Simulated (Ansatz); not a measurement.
I need a formation energy from the elements of Li3Zn and its elements. Use Ansatz 0.2.0 through its Python package. Use (first run): PBEsol, PAW, cutoff 550 eV, 15×15×15 k-points, Fermi-Dirac smearing of 0.1 eV.

The script, `li3zn.py`:
```python
'''Is Li3Zn bound against its elements, after relaxing cells and atoms.'''

from collections import Counter
import warnings

import ansatz as az
import numpy as np
from tabulate import tabulate

XC = 'pbesol'
CUTOFF_EV = 550
K_SPACING = 0.14
SMEARING = 'fermi_dirac'
SMEARING_WIDTH = 0.1

PHASES = {
    'Li3Zn': (
        [[-2.14182, 2.14182, 3.48182], [2.14182, -2.14182, 3.48182], [2.14182, 2.14182, -3.48182]],
        [
            ('Li', [0.75, 0.25, 0.5]),
            ('Li', [0.25, 0.75, 0.5]),
            ('Li', [0.5, 0.5, 0.0]),
            ('Zn', [0.0, 0.0, 0.0]),
        ],
    ),
    'Li': (
        [[-1.75465, 1.75465, 1.75465], [1.75465, -1.75465, 1.75465], [1.75465, 1.75465, -1.75465]],
        [
            ('Li', [0.0, 0.0, 0.0]),
        ],
    ),
    'Zn': (
        [[2.67, 0.0, 0.0], [-1.335, 2.31229, 0.0], [0.0, 0.0, 4.966]],
        [
            ('Zn', [1 / 3, 2 / 3, 0.25]),
            ('Zn', [2 / 3, 1 / 3, 0.75]),
        ],
    ),
}


def build(vectors, sites):
    crystal = az.Crystal(lattice=az.Lattice.of(vectors))
    for symbol, position in sites:
        crystal = crystal.atom(symbol, position)
    return crystal


def ground_state(name, crystal):
    calc = (
        crystal.calculation()
        .functional(XC)
        .basis(CUTOFF_EV)
        .kpoints(spacing=K_SPACING)  # the mesh must be finer for metals
        .occupations(SMEARING, width=SMEARING_WIDTH)
        .stress()  # positive in compression
    )
    calc = calc.relax(force_tolerance=0.03, cell=True)
    return calc.run()


def counts(outcome):
    return Counter(site.symbol for site in outcome.lattice.sites)

def formation_energy(outcome, mu):
    n = counts(outcome)
    return (outcome.report['energy_sigma0_ev'] - sum(k * mu[element] for element, k in n.items())) / sum(n.values())


def volume_per_atom(outcome):
    return abs(np.linalg.det(outcome.lattice.cell_ang)) / len(outcome.lattice.sites)

warnings.simplefilter('ignore')

phases = {name: build(*cell) for name, cell in PHASES.items()}

done = {}
for name, crystal in phases.items():
    done[name] = ground_state(name, crystal)
    print(f'{name}: {done[name].report["energy_sigma0_ev"]:.4f} eV, {len(done[name].lattice.sites)} atoms')

# energy of one atom in its reference phase
references = {'Li': 'Li', 'Zn': 'Zn'}
mu = {element: done[name].report['energy_sigma0_ev'] / len(done[name].lattice.sites) for element, name in references.items()}

target = done['Li3Zn']
heat = formation_energy(target, mu)
rows = [(name, len(o.lattice.sites), volume_per_atom(o), formation_energy(o, mu)) for name, o in done.items()]
print(tabulate(rows, headers=['phase', 'atoms', 'V (A^3/atom)', 'E_form (eV/atom)'], floatfmt='.4f', tablefmt='simple'))
```

```console
$ python li3zn.py
Li3Zn: -3890.2070 eV, 4 atoms
Li: -202.9975 eV, 1 atoms
Zn: -6561.8121 eV, 2 atoms
phase      atoms    V (A^3/atom)    E_form (eV/atom)
-------  -------  --------------  ------------------
Li3Zn          4         15.9444             -0.0772
Li             1         20.2038              0.0000
Zn             2         14.0315              0.0000
```

Absolute energies stand on the zero of these potentials, so only differences at equal settings mean something. The cells come from databases of deposited and of computed structures, and not all need be stable phases. The compound is the structure given, not necessarily its lowest; energies are at zero temperature, with no correction for gases. A semilocal functional's error on such energies is often 0.05 to 0.1 eV an atom, and 0.1 to 0.3 eV against gases such as O2 or F2. It ran for 3.4 min on 1 thread of Arm Neoverse V2, on a shared host, peak memory 0.74 GiB.
